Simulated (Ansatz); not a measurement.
# ClGeH3N with multiplicity 2: shift of H4 from N1 to Ge2, part 1 of 2

Wanted: the energy profile along the shift of H4 from N1 to Ge2, from relaxed end points and a band of images. SMILES of the start: [NH2][GeH][Cl].

All numbers below are computed with Ansatz 0.2.0 (UKS PBE0/def2-SVP).

**1. Starting point**

Bond lengths: N1–Ge2 1.827 Å, Ge2–Cl3 2.147 Å, N1–H4 1.074 Å, N1–H5 1.056 Å, Ge2–H6 1.565 Å. Angles: N1–Ge2–Cl3 107.3°, N1–Ge2–H6 109.4°, Cl3–Ge2–H6 110.5°, Ge2–N1–H4 105.8°, Ge2–N1–H5 109.5°, H4–N1–H5 105.8°.

Structure file:

```xyz
6

N    -0.3626    0.3050   -0.8902
Ge    0.1204   -0.1646    0.8080
Cl    1.2757   -1.9684    0.6691
H    -0.9456    1.2015   -0.7906
H    -1.0187   -0.4225   -1.2848
H     0.9729    0.9850    1.4423
```

**2. End point A**

Input file input.yaml:

```yaml
crystal:
  periodic: [false, false, false]
  atoms:
    - { symbol: "N", position_ang: [-0.3626, 0.305, -0.8902] }
    - { symbol: Ge, position_ang: [0.1204, -0.1646, 0.808] }
    - { symbol: Cl, position_ang: [1.2757, -1.9684, 0.6691] }
    - { symbol: H, position_ang: [-0.9456, 1.2015, -0.7906] }
    - { symbol: H, position_ang: [-1.0187, -0.4225, -1.2848] }
    - { symbol: H, position_ang: [0.9729, 0.985, 1.4423] }
magnetization:
  spin_polarized: true
  initial_magnetization: 1
basis:
  gaussian: { orbitals: def2-SVP }
hamiltonian:
  xc: pbe0
relax:
  f_tol: 0.02
  max_steps: 50
```

Run with:

```console
> ansatz run input.yaml --threads 2 --pin off --max-ram 3072MiB --backend cpu --events-out ev --progress --plain --runs-dir out
```

The log of the run (excerpt; [...] marks lines left out):

```text
Warning: RAYON_NUM_THREADS=2 ignored (pool sized by the plan → 2); use --threads N
[...]
Functional definition: PBE0
[...]
833 factors; integrals over basis functions are off by at most 2.7e-4 eV
[...]
mean field -70554.89741703 eV, -2592.8446562486 hartree, gradient 7.1e-6 eV, S^2 0.752870; 0 other end points of the search recorded, 0 dependent functions left out
[...]
reference -70554.89744001 eV, -2592.8446570931 hartree; 30, 29 occupied and 49, 50 virtual orbitals, 833 factors
relax step   1: F+E_penalty+E_count = -70554.89741703 eV  Δ(F+E_penalty+E_count) = +0.000e0 eV  max|allowed force component| = 2.067e0 eV/Å  Δτ_max = 0.0000 Å  (31 SCF iters, accepted)
[...]
reference -70555.06142079 eV, -2592.8506832759 hartree; 30, 29 occupied and 49, 50 virtual orbitals, 833 factors
Total energy: -70555.06142079 eV, -2592.8506832759 hartree
Atom 0 at    -0.450389     0.315433    -0.781899 Å, force     0.000942     0.001992     0.000984 eV/Å
Atom 1 at     0.071590    -0.154578     0.913398 Å, force     0.000765     0.000157     0.001032 eV/Å
Atom 2 at     1.254656    -1.966780     0.626397 Å, force     0.000100    -0.001002    -0.000192 eV/Å
Atom 3 at    -0.976854     1.182352    -0.865823 Å, force    -0.000005    -0.000437    -0.000284 eV/Å
Atom 4 at    -0.896019    -0.413731    -1.333694 Å, force    -0.001368    -0.001330    -0.001645 eV/Å
Atom 5 at     1.039116     0.973304     1.395421 Å, force    -0.000434     0.000619     0.000105 eV/Å
Dipole moment:    -0.484450     0.382379    -0.124171 e Å
```

Run time: 12 s. Hardware: 2 threads of Intel Xeon 6975P-C (Granite Rapids), shared host; peak memory 0.23 GiB.

The steps of the relaxation:

```
step  energy from step 1 (eV)  largest force component (eV/Å)
   1                   0.0000                          2.0675
   2                  -0.1216                          1.1117
   3                  -0.1522                          0.2520
  4x                  -0.1380                          0.3374
   5                  -0.1616                          0.1062
   6                  -0.1635                          0.0374
   7                  -0.1640                          0.0420
   8                  -0.1640                          0.0020
```

Step 1 is the start. 1 step was tried and not accepted (marked x).

After: Bond lengths: N1–Ge2 1.835 Å, Ge2–Cl3 2.183 Å, N1–H4 1.018 Å, N1–H5 1.017 Å, Ge2–H6 1.562 Å. Angles: N1–Ge2–Cl3 104.2°, N1–Ge2–H6 106.0°, Cl3–Ge2–H6 107.7°, Ge2–N1–H4 116.2°, Ge2–N1–H5 116.2°, H4–N1–H5 109.8°.

**3. Relaxing end B**

The second end starts from a geometry with the move made by hand.

input.yaml: that of step 2 with these lines changed.

```diff
@@ -6,3 +6,3 @@
     - { symbol: Cl, position_ang: [1.2757, -1.9684, 0.6691] }
-    - { symbol: H, position_ang: [-0.9456, 1.2015, -0.7906] }
+    - { symbol: H, position_ang: [-1.3568, 0.03867, 1.15075] }
     - { symbol: H, position_ang: [-1.0187, -0.4225, -1.2848] }
@@ -19 +19,3 @@
   max_steps: 50
+output:
+  orbitals: {}
```

Run with:

```console
> ansatz run input.yaml --threads 2 --pin off --max-ram 3072MiB --backend cpu --events-out ev --progress --plain --runs-dir out
```

The log of the run (excerpt; [...] marks lines left out):

```text
Warning: RAYON_NUM_THREADS=2 ignored (pool sized by the plan → 2); use --threads N
[...]
Functional definition: PBE0
[...]
833 factors; integrals over basis functions are off by at most 3.1e-4 eV
[...]
mean field -70553.19542999 eV, -2592.7821093787 hartree, gradient 7.6e-5 eV, S^2 0.754043; 2 other end points of the search recorded, 0 dependent functions left out
[...]
reference -70553.19545252 eV, -2592.7821102065 hartree; 30, 29 occupied and 49, 50 virtual orbitals, 833 factors
[...]
Atom 1 at    -0.023407    -0.071986     0.757069 Å, force     0.001290    -0.002224     0.002156 eV/Å
Atom 2 at     0.987353    -1.996078     0.771052 Å, force    -0.002373     0.002815    -0.003030 eV/Å
Atom 3 at    -1.221790    -0.170963     1.709713 Å, force    -0.001764     0.000068     0.000203 eV/Å
Atom 4 at    -0.448382    -0.359077    -1.604128 Å, force     0.001931    -0.000871     0.000956 eV/Å
Atom 5 at     0.998395     0.991399     1.179237 Å, force     0.000820     0.001267    -0.001541 eV/Å
Dipole moment:    -0.045723     0.089134     0.014184 e Å
```

It took 13 s on 2 threads of Intel Xeon 6975P-C (Granite Rapids), shared host; peak memory 0.23 GiB.

Step by step:

```
step  energy from step 1 (eV)  largest force component (eV/Å)
   1                   0.0000                          1.3827
   2                  -0.3936                          0.5700
   3                  -0.5304                          0.5259
   4                  -0.5742                          0.5082
   5                  -0.5949                          0.2924
   6                  -0.6054                          0.1878
   7                  -0.6078                          0.0249
   8                  -0.6079                          0.0030
```

Step 1 is the start.

After: Bond lengths: N1–Ge2 1.848 Å, Ge2–Cl3 2.173 Å, Ge2–H4 1.534 Å, N1–H5 1.031 Å, Ge2–H6 1.534 Å. Angles: N1–Ge2–Cl3 112.5°, N1–Ge2–H4 108.0°, N1–Ge2–H6 108.0°, Cl3–Ge2–H4 107.6°, Cl3–Ge2–H6 107.6°, H4–Ge2–H6 113.2°, Ge2–N1–H5 110.9°.

**4. Nudged elastic band**

crystal.atoms is end A as relaxed above, and neb.final_atoms is end B, turned to lie on A. With 5 inner images the band has 7 in all. The start path is listed, through a guess of the saddle.

Input file input.yaml:

```yaml
crystal:
  periodic: [false, false, false]
  atoms:
    - { symbol: "N", position_ang: [-0.450389, 0.315433, -0.781899] }
    - { symbol: Ge, position_ang: [0.07159, -0.154578, 0.913398] }
    - { symbol: Cl, position_ang: [1.254656, -1.96678, 0.626397] }
    - { symbol: H, position_ang: [-0.976854, 1.182352, -0.865823] }
    - { symbol: H, position_ang: [-0.896019, -0.413731, -1.333694] }
    - { symbol: H, position_ang: [1.039116, 0.973304, 1.395421] }
magnetization:
  spin_polarized: true
  initial_magnetization: 1
basis:
  gaussian: { orbitals: def2-SVP }
hamiltonian:
  xc: pbe0
neb:
  order_check: false
  images: 5
  f_tol: 0.05
  max_iterations: 60
  final_atoms:
    - { symbol: "N", position_ang: [-0.22462294, 0.39346331, -1.42406208] }
    - { symbol: Ge, position_ang: [0.00524801, 0.20653321, 0.40033521] }
    - { symbol: Cl, position_ang: [0.49589644, -1.83208123, 0.97241615] }
    - { symbol: H, position_ang: [-1.31747792, 0.57447011, 1.08478199] }
    - { symbol: H, position_ang: [-0.0927797, -0.50824454, -1.90569159] }
    - { symbol: H, position_ang: [1.17583611, 1.10185913, 0.82602032] }
  initial_path:
    images:
      - { positions_ang: [[-0.450389, 0.315433, -0.781899], [0.07159, -0.154578, 0.913398], [1.254656, -1.96678, 0.626397], [-0.976854, 1.182352, -0.865823], [-0.896019, -0.413731, -1.333694], [1.039116, 0.973304, 1.395421]] }
      - { positions_ang: [[-0.32659746, 0.29876727, -0.91325181], [0.08411667, -0.11296296, 0.81464163], [1.16567239, -1.96902944, 0.70326664], [-1.06182918, 1.12737438, -0.57737273], [-0.85802427, -0.41408212, -1.41382008], [1.03876184, 1.00593287, 1.34033635]] }
      - { positions_ang: [[-0.20280592, 0.28210154, -1.04460461], [0.09664335, -0.07134792, 0.71588525], [1.07668877, -1.97127889, 0.78013629], [-1.14680435, 1.07239676, -0.28892247], [-0.82002954, -0.41443324, -1.49394616], [1.03840768, 1.03856175, 1.2852517]] }
      - { positions_ang: [[-0.07901437, 0.2654358, -1.17595742], [0.10917002, -0.02973288, 0.61712888], [0.98770516, -1.97352833, 0.85700593], [-1.23177953, 1.01741915, -0.0004722], [-0.78203481, -0.41478436, -1.57407224], [1.03805352, 1.07119062, 1.23016705]] }
      - { positions_ang: [[-0.12755056, 0.30811164, -1.25865898], [0.07452935, 0.04902249, 0.54486432], [0.82376892, -1.9263793, 0.895476], [-1.26034566, 0.86976947, 0.3612792], [-0.5522831, -0.44593776, -1.68461202], [1.08398105, 1.08141346, 1.09545148]] }
      - { positions_ang: [[-0.17608675, 0.35078747, -1.34136053], [0.03988868, 0.12777785, 0.47259977], [0.65983268, -1.87923026, 0.93394608], [-1.28891179, 0.72211979, 0.72303059], [-0.3225314, -0.47709115, -1.79515181], [1.12990858, 1.09163629, 0.9607359]] }
      - { positions_ang: [[-0.22462294, 0.39346331, -1.42406208], [0.00524801, 0.20653321, 0.40033521], [0.49589644, -1.83208123, 0.97241615], [-1.31747792, 0.57447011, 1.08478199], [-0.0927797, -0.50824454, -1.90569159], [1.17583611, 1.10185913, 0.82602032]] }
```

Run with:

```console
> ansatz run input.yaml --threads 2 --pin off --max-ram 3072MiB --backend cpu --events-out ev --progress --plain --runs-dir out
```

The log of the run (excerpt; [...] marks lines left out):

```text
Warning: RAYON_NUM_THREADS=2 ignored (pool sized by the plan → 2); use --threads N
[...]
Functional definition: PBE0
[...]
832 factors; integrals over basis functions are off by at most 3.0e-4 eV
[...]
mean field -70555.06140641 eV, -2592.8506827473 hartree, gradient 6.0e-5 eV, S^2 0.753739; 0 other end points of the search recorded, 0 dependent functions left out
[...]
reference -70555.06142901 eV, -2592.8506835777 hartree; 30, 29 occupied and 49, 50 virtual orbitals, 832 factors
[...]
Atom 2 at     0.779781    -1.948754     1.042513 Å, force    -0.000777    -0.000359     0.000970 eV/Å
Atom 3 at    -1.248338     0.569473     0.011585 Å, force    -0.000641    -0.000320     0.008389 eV/Å
Atom 4 at    -0.677607    -0.330430    -1.622023 Å, force     0.001447     0.001972    -0.000979 eV/Å
Atom 5 at     1.215184     1.058306     1.181560 Å, force    -0.002480    -0.000744    -0.000049 eV/Å
Dipole moment:    -0.086982     0.048752     0.091331 e Å
this run last wrote the band of iteration 8 to <dir>
```

It took 60 s on 2 threads of Intel Xeon 6975P-C (Granite Rapids), shared host; peak memory 0.23 GiB.

**5. What the band shows**

The 5 inner images lie between the fixed ends 0 and 6. Energy is taken from image 0, and the path length is the program's own coordinate along the band.

```
image  path (Å)  energy (eV)  H4–N1 (Å)  H4–Ge2 (Å)  band force (eV/Å)
    0     0.000       0.0000       1.02        2.46                  -
    1     0.632       0.0374       1.02        2.43              0.013
    2     1.264       0.5097       1.04        2.06              0.020
   3*     1.895       2.5572       1.56        1.64              0.008
    4     2.435       1.7032       2.19        1.55              0.004
    5     2.975       1.3046       2.65        1.54              0.001
    6     3.515       1.2581       2.74        1.53                  -
```

The star marks the climbing image.

image, energy (eV) and a bar:
```
        0      0.000 
        1      0.037 
        2      0.510 ######
        3      2.557 ##############################
        4      1.703 ####################
        5      1.305 ###############
        6      1.258 ###############
```

How the highest energy settled:

```
iteration  highest image above image 0 (eV)  largest band force (eV/Å)
        1                            3.1358                      3.336
        2                            2.6551                      1.624
        3                            2.5777                      2.126
        4                            2.5620                      0.703
        5                            2.5652                      0.375
        6                            2.5584                      0.168
        7                            2.5573                      0.086
        8                            2.5572                      0.020
```

Positions of all images (Å):

```xyz
6
image=0 dE=0.0000
N    -0.450    0.315   -0.782
Ge    0.072   -0.155    0.913
Cl    1.255   -1.967    0.626
H    -0.977    1.182   -0.866
H    -0.896   -0.414   -1.334
H     1.039    0.973    1.395
6
image=1 dE=0.0374
N    -0.468    0.420   -0.778
Ge    0.121   -0.034    0.908
Cl    1.051   -1.992    0.671
H    -1.327    0.965   -0.764
H    -0.596   -0.371   -1.407
H     1.261    0.948    1.325
6
image=2 dE=0.5097
N    -0.443    0.506   -0.916
Ge    0.234    0.030    0.738
Cl    0.910   -2.019    0.906
H    -1.348    0.650   -0.424
H    -0.607   -0.262   -1.576
H     1.296    1.030    1.226
6
image=3 dE=2.5572
N    -0.253    0.503   -1.188
Ge    0.226    0.084    0.529
Cl    0.780   -1.949    1.043
H    -1.248    0.569    0.012
H    -0.678   -0.330   -1.622
H     1.215    1.058    1.182
6
image=4 dE=1.7032
N    -0.060    0.418   -1.377
Ge    0.183    0.149    0.419
Cl    0.676   -1.867    1.074
H    -1.315    0.545    0.419
H    -0.640   -0.376   -1.690
H     1.197    1.067    1.109
6
image=5 dE=1.3046
N    -0.003    0.377   -1.447
Ge    0.092    0.201    0.392
Cl    0.575   -1.822    1.018
H    -1.340    0.538    0.838
H    -0.455   -0.468   -1.828
H     1.173    1.109    0.981
6
image=6 dE=1.2581
N    -0.225    0.393   -1.424
Ge    0.005    0.207    0.400
Cl    0.496   -1.832    0.972
H    -1.317    0.574    1.085
H    -0.093   -0.508   -1.906
H     1.176    1.102    0.826
```

**6. Frequencies at the highest image**

The geometry is the highest inner image of the first converged band.

Input file input.yaml:

```yaml
crystal:
  periodic: [false, false, false]
  atoms:
    - { symbol: "N", position_ang: [-0.252721, 0.503187, -1.188412] }
    - { symbol: Ge, position_ang: [0.225801, 0.084219, 0.528577] }
    - { symbol: Cl, position_ang: [0.779781, -1.948754, 1.042513] }
    - { symbol: H, position_ang: [-1.248338, 0.569473, 0.011585] }
    - { symbol: H, position_ang: [-0.677607, -0.33043, -1.622023] }
    - { symbol: H, position_ang: [1.215184, 1.058306, 1.18156] }
magnetization:
  spin_polarized: true
  initial_magnetization: 1
basis:
  gaussian: { orbitals: def2-SVP }
hamiltonian:
  xc: pbe0
phonons: {}
```

Run with:

```console
> ansatz run input.yaml --threads 2 --pin off --max-ram 3072MiB --backend cpu --events-out ev --progress --plain --runs-dir out
```

The log of the run (excerpt; [...] marks lines left out):

```text
Warning: RAYON_NUM_THREADS=2 ignored (pool sized by the plan → 2); use --threads N
[...]
Functional definition: PBE0
[...]
836 factors; integrals over basis functions are off by at most 3.0e-4 eV
[...]
mean field -70552.50415928 eV, -2592.7567056486 hartree, gradient 8.0e-5 eV, S^2 0.763588; 0 other end points of the search recorded, 0 dependent functions left out
[...]
reference -70552.50418156 eV, -2592.7567064673 hartree; 30, 29 occupied and 49, 50 virtual orbitals, 836 factors
[...]
reference -70552.50413959 eV, -2592.7567049252 hartree; 30, 29 occupied and 49, 50 virtual orbitals, 836 factors
[...]
836 factors; integrals over basis functions are off by at most 3.0e-4 eV
mean field -70552.50415659 eV, -2592.7567055498 hartree, gradient 2.4e-6 eV, S^2 0.763575; 0 other end points of the search recorded, 0 dependent functions left out
[...]
reference -70552.50417887 eV, -2592.7567063684 hartree; 30, 29 occupied and 49, 50 virtual orbitals, 836 factors
[...]
836 factors; integrals over basis functions are off by at most 3.0e-4 eV
[...]
```

**7. The log goes on: vibrations at the highest image of the band**

The log, continued (excerpt; [...] marks lines left out):

```text
mean field -70552.50415205 eV, -2592.7567053830 hartree, gradient 1.9e-6 eV, S^2 0.763601; 0 other end points of the search recorded, 0 dependent functions left out
[...]
reference -70552.50417433 eV, -2592.7567062018 hartree; 30, 29 occupied and 49, 50 virtual orbitals, 836 factors
[...]
836 factors; integrals over basis functions are off by at most 3.0e-4 eV
[...]
WARN: phonons: modes at or below zero, which the zero-point energy, F, S and C_V leave out: 1, the lowest at -1662.37 cm⁻¹. A minimum has none, and a first-order saddle one
[...]
Atom 2 at     0.779781    -1.948754     1.042513 Å, force    -0.000830    -0.000203     0.000909 eV/Å
Atom 3 at    -1.248338     0.569473     0.011585 Å, force    -0.000630    -0.000314     0.008401 eV/Å
Atom 4 at    -0.677607    -0.330430    -1.622023 Å, force     0.001473     0.001987    -0.001022 eV/Å
Atom 5 at     1.215184     1.058306     1.181560 Å, force    -0.002455    -0.000705    -0.000055 eV/Å
Dipole moment:    -0.086981     0.048753     0.091331 e Å
Vibrations: -1662.37 167.31 361.77 413.39 589.08 673.34 693.70 878.53 925.46 1843.09 2160.89 3466.20 cm⁻¹, zero-point energy 0.754615 eV
```

It took 30 s on 2 threads of Intel Xeon 6975P-C (Granite Rapids), shared host; peak memory 0.23 GiB.

Of 12 modes, 1 is imaginary by more than 30 cm⁻¹ (1662i cm⁻¹).

**8. Another band, settings changed**

crystal.atoms is end A as relaxed above, and neb.final_atoms is end B, turned to lie on A. With 4 inner images the band has 6 in all. The start path is listed, through a guess of the saddle.

Input file input.yaml:

```yaml
crystal:
  periodic: [false, false, false]
  atoms:
    - { symbol: "N", position_ang: [-0.450389, 0.315433, -0.781899] }
    - { symbol: Ge, position_ang: [0.07159, -0.154578, 0.913398] }
    - { symbol: Cl, position_ang: [1.254656, -1.96678, 0.626397] }
    - { symbol: H, position_ang: [-0.976854, 1.182352, -0.865823] }
    - { symbol: H, position_ang: [-0.896019, -0.413731, -1.333694] }
    - { symbol: H, position_ang: [1.039116, 0.973304, 1.395421] }
magnetization:
  spin_polarized: true
  initial_magnetization: 1
basis:
  gaussian: { orbitals: def2-SVP }
hamiltonian:
  xc: pbe0
neb:
  order_check: false
  images: 4
  f_tol: 0.05
  max_iterations: 60
  climbing: false
  final_atoms:
    - { symbol: "N", position_ang: [-0.22462294, 0.39346331, -1.42406208] }
    - { symbol: Ge, position_ang: [0.00524801, 0.20653321, 0.40033521] }
    - { symbol: Cl, position_ang: [0.49589644, -1.83208123, 0.97241615] }
    - { symbol: H, position_ang: [-1.31747792, 0.57447011, 1.08478199] }
    - { symbol: H, position_ang: [-0.0927797, -0.50824454, -1.90569159] }
    - { symbol: H, position_ang: [1.17583611, 1.10185913, 0.82602032] }
  initial_path:
    images:
      - { positions_ang: [[-0.450389, 0.315433, -0.781899], [0.07159, -0.154578, 0.913398], [1.254656, -1.96678, 0.626397], [-0.976854, 1.182352, -0.865823], [-0.896019, -0.413731, -1.333694], [1.039116, 0.973304, 1.395421]] }
      - { positions_ang: [[-0.30183915, 0.29543412, -0.93952237], [0.08662201, -0.10463995, 0.79489035], [1.14787566, -1.96947933, 0.71864057], [-1.07882421, 1.11637886, -0.51968268], [-0.85042532, -0.41415235, -1.4298453], [1.03869101, 1.01245865, 1.32931942]] }
      - { positions_ang: [[-0.1532893, 0.27543524, -1.09714574], [0.10165402, -0.0547019, 0.6763827], [1.04109533, -1.97217866, 0.81088415], [-1.18079442, 1.05040572, -0.17354236], [-0.80483164, -0.41457369, -1.52599659], [1.03826602, 1.05161329, 1.26321784]] }
      - { positions_ang: [[-0.10813609, 0.29104131, -1.22557835], [0.08838562, 0.01752034, 0.57377015], [0.88934342, -1.94523891, 0.88008797], [-1.24891921, 0.92882934, 0.21657864], [-0.64418378, -0.4334764, -1.64039611], [1.06561004, 1.07732432, 1.14933771]] }
      - { positions_ang: [[-0.16637951, 0.34225231, -1.32482022], [0.04681682, 0.11202678, 0.48705268], [0.69261993, -1.88866007, 0.92625206], [-1.28319857, 0.75164973, 0.65068031], [-0.36848174, -0.47086047, -1.77304385], [1.12072307, 1.08959173, 0.98767901]] }
      - { positions_ang: [[-0.22462294, 0.39346331, -1.42406208], [0.00524801, 0.20653321, 0.40033521], [0.49589644, -1.83208123, 0.97241615], [-1.31747792, 0.57447011, 1.08478199], [-0.0927797, -0.50824454, -1.90569159], [1.17583611, 1.10185913, 0.82602032]] }
```

Run with:

```console
> ansatz run input.yaml --threads 2 --pin off --max-ram 3072MiB --backend cpu --events-out ev --progress --plain --runs-dir out
```

The log of the run (excerpt; [...] marks lines left out):

```text
Warning: RAYON_NUM_THREADS=2 ignored (pool sized by the plan → 2); use --threads N
[...]
Functional definition: PBE0
[...]
832 factors; integrals over basis functions are off by at most 3.0e-4 eV
[...]
mean field -70555.06140641 eV, -2592.8506827473 hartree, gradient 6.0e-5 eV, S^2 0.753739; 0 other end points of the search recorded, 0 dependent functions left out
[...]
reference -70555.06142901 eV, -2592.8506835777 hartree; 30, 29 occupied and 49, 50 virtual orbitals, 832 factors
[...]
reference -70553.59062623 eV, -2592.7966325726 hartree; 30, 29 occupied and 49, 50 virtual orbitals, 832 factors
[...]
832 factors; integrals over basis functions are off by at most 1.2e-3 eV
mean field -70552.99931257 eV, -2592.7749021963 hartree, gradient 1.6e-5 eV, S^2 0.755218; 0 other end points of the search recorded, 0 dependent functions left out
[...]
reference -70552.99933468 eV, -2592.7749030089 hartree; 30, 29 occupied and 49, 50 virtual orbitals, 832 factors
```

**9. More of the same log: band between the two ends**

Output, continued (excerpt; [...] marks lines left out):

```text
[...]
832 factors; integrals over basis functions are off by at most 1.1e-3 eV
mean field -70553.71614945 eV, -2592.8012454657 hartree, gradient 2.2e-5 eV, S^2 0.754001; 0 other end points of the search recorded, 0 dependent functions left out
[...]
reference -70553.71617191 eV, -2592.8012462911 hartree; 30, 29 occupied and 49, 50 virtual orbitals, 832 factors
[...]
Atom 2 at     0.788386    -1.882200     1.151725 Å, force    -0.343617     0.159383    -0.143591 eV/Å
Atom 3 at    -1.278327     0.534909     0.168626 Å, force    -0.171689    -0.156289     1.439209 eV/Å
Atom 4 at    -0.792340    -0.258732    -1.626851 Å, force     0.303098    -0.133392    -0.293005 eV/Å
Atom 5 at     1.179481     1.015731     1.187922 Å, force    -0.150005     0.059871    -0.179857 eV/Å
Dipole moment:    -0.132762     0.058383     0.103351 e Å
this run last wrote the band of iteration 8 to <dir>
```

It took 49 s on 2 threads of Intel Xeon 6975P-C (Granite Rapids), shared host; peak memory 0.23 GiB.

(Continued in part 2 of 2.)
